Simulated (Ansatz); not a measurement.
What does this script print? It uses Ansatz's Python interface.

`methods_c2h4closi.py`
```python
from dataclasses import dataclass
from pathlib import Path

import ansatz
import numpy as np


@dataclass(frozen=True)
class Settings:
    basis_set: str = "def2-SVP"


opts = Settings()


def main() -> None:
    geometry_ang = [
        ("C", (0.1998, 1.1645, 0.9587)),
        ("C", (-0.2371, -0.0516, 0.731)),
        ("Si", (0.0335, -0.872, -0.9076)),
        ("O", (-0.4486, -2.4734, -0.8388)),
        ("Cl", (-0.9261, 0.17, -2.4256)),
        ("H", (-0.0329, 1.6914, 1.908)),
        ("H", (0.6766, 1.7858, 0.1755)),
        ("H", (-0.6901, -0.588, 1.5143)),
        ("H", (1.5135, -0.873, -1.1326)),
    ]
    c2h4closi = ansatz.Crystal.molecule()
    for symbol, xyz in geometry_ang:
        c2h4closi = c2h4closi.atom(symbol, xyz)

    model = c2h4closi.calculation().basis(gaussian=opts.basis_set).spin("collinear", total=1)

    print("functional    E (Ha)        dipole (D)   HOMO (eV)  LUMO (eV)")
    for name in ["pbe0", "cam_b3lyp", "revpbe", "lc_wpbe", "hf", "blyp"]:
        rep = model.functional(name).forces().orbitals().run(threads=1, backend="cpu", runs_dir="runs").report
        lines = Path(rep["orbitals_path"]).read_text().splitlines()
        field_of = lambda key: [line.split("=")[1].strip() for line in lines if line.startswith(key)]
        orbitals = [(27.211386 * float(e), s, float(n)) for e, s, n in zip(field_of("Ene="), field_of("Spin="), field_of("Occup="))]
        homo = max(e for e, _, n in orbitals if n > 0.5)
        lumo = min(e for e, _, n in orbitals if n < 0.5)
        dipole = 4.803205 * np.linalg.norm(rep["charge_distribution"]["dipole_moment_e_ang"])
        print(f"{name:10s} {rep['free_energy_ev'] / 27.211386246:14.6f} {dipole:9.3f} {homo:11.3f} {lumo:10.3f}")


if __name__ == "__main__":
    main()
```

```console
$ python methods_c2h4closi.py
functional    E (Ha)        dipole (D)   HOMO (eV)  LUMO (eV)
pbe0          -902.710268     2.481      -8.573     -4.800
cam_b3lyp     -903.102762     2.348      -9.836     -3.612
revpbe        -902.966509     2.845      -6.923     -6.162
lc_wpbe       -902.835999     2.349     -11.329     -2.272
hf            -901.020445     2.375     -11.036      1.330
blyp          -903.097644     2.840      -6.755     -6.115
```

Caveats:
- The settings weren't tested for convergence.
- The geometry is a force-field or estimated start, not a minimum of this method, and the basis set is short of its limit. A lower total doesn't mark the better method: functionals have no common bound, and MP2 and coupled cluster aren't variational.
- The species is open-shell (spin multiplicity 2).
- Levels such as HOMO and LUMO are orbital energies: with these approximate functionals they aren't the ionisation energy and electron affinity, and their gap isn't the fundamental gap.
- Run time: 74 s on 1 thread of Intel(R) Xeon(R) Platinum 8488C (Sapphire Rapids), with other jobs on the host, peak memory 0.43 GiB.

(Lines on the test bed's own set-up are left out of the output.)
